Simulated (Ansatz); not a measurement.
# Al₂H₃LiS: one structure at several levels

Aim: energy, forces and dipole at a structure displaced at random from a GFN2-xTB minimum, from CCSD(T) and from density functionals.

Computed with Ansatz 0.2.0, Gaussian basis. Level: single points in def2-TZVPP.

Cores are frozen in the correlated methods. The outer core shell of Li, Na, Mg and K is correlated.

**1. The system as given**

SMILES `[Li][S][AlH][AlH2]`, 7 atoms, charge 0, spin multiplicity 1.

Atoms are counted from 1 here; the program's logs count them from 0.

Bond lengths: Li1–S2 2.158 Å, S2–Al3 2.141 Å, Al3–Al4 2.431 Å, Al3–H5 1.600 Å, Al4–H6 1.595 Å, Al4–H7 1.660 Å. Angles: Li1–S2–Al3 152.8°, S2–Al3–Al4 106.8°, S2–Al3–H5 121.4°, Al4–Al3–H5 131.8°, Al3–Al4–H6 121.6°, Al3–Al4–H7 131.0°, H6–Al4–H7 106.9°.

As a file:

```xyz
7
charge 0, multiplicity 1
Li    0.10840   -2.95410    2.87050
S    -0.05370   -1.37900    1.40370
Al    0.26440    0.62350    0.71580
Al   -0.26550    0.64380   -1.65710
H     0.77820    1.77240    1.70330
H    -0.73600   -0.67540   -2.42000
H    -0.42930    1.90460   -2.72470
```

**2. CCSD(T)/def2-TZVPP**

The input, run/in.yaml:

```yaml
crystal:
  periodic: [false, false, false]
  atoms:
    - {symbol: Li, position_ang: [0.108400, -2.954100, 2.870500]}
    - {symbol: S, position_ang: [-0.053700, -1.379000, 1.403700]}
    - {symbol: Al, position_ang: [0.264400, 0.623500, 0.715800]}
    - {symbol: Al, position_ang: [-0.265500, 0.643800, -1.657100]}
    - {symbol: H, position_ang: [0.778200, 1.772400, 1.703300]}
    - {symbol: H, position_ang: [-0.736000, -0.675400, -2.420000]}
    - {symbol: H, position_ang: [-0.429300, 1.904600, -2.724700]}
basis:
  gaussian: {orbitals: def2-TZVPP}
correlation: {method: ccsd_t}
output: {forces: true}
```

No record of the launch command was kept for these runs.

**3. PBE0-D4/def2-TZVPP**

run/in.yaml, as its differences from that of step 2:

```diff
@@ -12,3 +12,3 @@
   gaussian: {orbitals: def2-TZVPP}
-correlation: {method: ccsd_t}
-output: {forces: true}
+hamiltonian: {xc: pbe0, dispersion: d4}
+output: {forces: true, orbitals: {seedname: orbitals}}
```

**4. wB97M-V/def2-TZVPP**

run/in.yaml, as its differences from that of step 3:

```diff
@@ -12,3 +12,3 @@
   gaussian: {orbitals: def2-TZVPP}
-hamiltonian: {xc: pbe0, dispersion: d4}
-output: {forces: true, orbitals: {seedname: orbitals}}
+hamiltonian: {xc: {name: wB97M-V}}
+output: {forces: true}
```

**5. r2SCAN-D4/def2-TZVPP**

run/in.yaml, as its differences from that of step 4:

```diff
@@ -12,3 +12,3 @@
   gaussian: {orbitals: def2-TZVPP}
-hamiltonian: {xc: {name: wB97M-V}}
+hamiltonian: {xc: r2scan, dispersion: d4}
 output: {forces: true}
```

**6. PBE-D4/def2-TZVPP**

run/in.yaml, as its differences from that of step 5:

```diff
@@ -12,3 +12,3 @@
   gaussian: {orbitals: def2-TZVPP}
-hamiltonian: {xc: r2scan, dispersion: d4}
+hamiltonian: {xc: pbe, dispersion: d4}
 output: {forces: true}
```

**7. B97M-V/def2-TZVPP**

run/in.yaml, as its differences from that of step 6:

```diff
@@ -12,3 +12,3 @@
   gaussian: {orbitals: def2-TZVPP}
-hamiltonian: {xc: pbe, dispersion: d4}
+hamiltonian: {xc: {name: B97M-V}}
 output: {forces: true}
```

**8. r2SCAN0-D4/def2-TZVPP**

run/in.yaml, as its differences from that of step 7:

```diff
@@ -12,3 +12,3 @@
   gaussian: {orbitals: def2-TZVPP}
-hamiltonian: {xc: {name: B97M-V}}
+hamiltonian: {xc: {name: r2SCAN0}, dispersion: d4}
 output: {forces: true}
```

(Steps that only read results are left out.)

What does the calculation give? Wanted: energy less free atoms, CCSD(T)/def2-TZVPP; RMS force component; RMS force error; HOMO and LUMO, PBE0-D4; T1 diagnostic.

The runs gave:

```
                                  quantity                                                                                             value
energy less free atoms, CCSD(T)/def2-TZVPP                                                                                    -1605.3 kJ/mol
                       RMS force component                                                              0.500 to 0.587 eV/Å over the methods
                           RMS force error  PBE0-D4 0.058, wB97M-V 0.062, r2SCAN-D4 0.049, PBE-D4 0.121, B97M-V 0.080, r2SCAN0-D4 0.056 eV/Å
                    HOMO and LUMO, PBE0-D4                                                                                -5.75 and -2.04 eV
                             T1 diagnostic                                                                                             0.012
```

**Reading.** Against CCSD(T) the functionals' energies less atoms differ by -114.1 to -16.8 kJ/mol, PBE-D4 by -21.8 kJ/mol. A larger basis would deepen the CCSD(T) value, while the functionals are nearly converged already, so the order here is not reliable. The forces of r2SCAN-D4 come nearest to CCSD(T), those of PBE-D4 are farthest. Frozen-core CCSD(T) forces in triple zeta carry basis errors of their own, and this is one geometry, so small gaps rank nothing.
